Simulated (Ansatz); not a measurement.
# Ca3Ge2: the cost of one run

Computed with Ansatz 0.2.0 (DFT PBEsol, scalar-relativistic, plane waves, PAW, unless a step's input says otherwise).

1 further run of the same task is left out (set aside as unsound or not needed).

### Step 1. The system as given

It takes space group P-6m2 (No. 187, hexagonal). The conventional cell has a = 3.873 Å, b = 3.873 Å, c = 4.796 Å, α = 90.00°, β = 90.00°, γ = 120.00°. Co (site symmetry 3m) has 5 Co at 2.32 to 2.55 Å and 6 Ge at 2.52 to 2.55 Å as nearest neighbours. Around Co (site symmetry -6m2) lie 5 Ge at 2.24 to 2.40 Å and 6 Co at 2.55 Å. Ge (site symmetry -6m2) is surrounded by 8 Co at 2.40 to 2.52 Å. Ge (site symmetry -6m2) has 9 Co at 2.24 to 2.55 Å as nearest neighbours.

Coordinates:

```
Co Ge
1.0
     3.87313    0.00000    0.00000
    -1.93657    3.35423    0.00000
     0.00000    0.00000    4.79560
Co Ge
3 2
Direct
  0.66667 0.33333 0.24229
  0.66667 0.33333 0.75771
  0.00000 0.00000 0.50000
  0.00000 0.00000 0.00000
  0.33333 0.66667 0.50000
```

It goes back to an entry of the Materials Project, which need not be the stable form.

This cell was relaxed beforehand with the same method: volume 12.46 Å³/atom, gap on the mesh none (metal), site moments up to 0.8 μB.

### Step 2. Swap Co → Ca

The start of Ca3Ge2: fractional positions of relaxed Co3Ge2, cell scaled by 1.158, a guess from tabulated radii.

### Step 3. Quick check of gap, pressure and forces (Ca3Ge2)

Input file input.yaml:

```yaml
crystal:
  lattice:
    - [4.4869633809, 0.0, 0.0]
    - [-2.2434816904, 3.8858242737, 0.0]
    - [0.0, 0.0, 5.5556319277]
  atoms:
    - { symbol: Ca, position: [0.6666666667, 0.3333333333, 0.2422894061] }
    - { symbol: Ca, position: [0.6666666667, 0.3333333333, 0.7577105939] }
    - { symbol: Ca, position: [0.0, 0.0, 0.5] }
    - { symbol: Ge, position: [0.0, 0.0, 0.0] }
    - { symbol: Ge, position: [0.3333333333, 0.6666666667, 0.5] }
basis:
  ecutwfc: 420
kpoints:
  mp_grid: { grid: [6, 6, 4] }
hamiltonian:
  xc: pbesol
scf:
  occupations: { method: gaussian, width: 0.1 }
output:
  forces: true
  stress: true
  eigenvalues: true
```

The run is started by

```bash
ansatz run input.yaml --threads 1 --pin off --max-ram 2560MiB --backend cpu --events-out ev --progress --plain --runs-dir out
```

**Question.** How long does this run take on 1 thread of Intel Xeon 6975P-C (Granite Rapids), shared host, and how much memory does it need?

About 3.1 s, with a peak of 0.36 GiB.
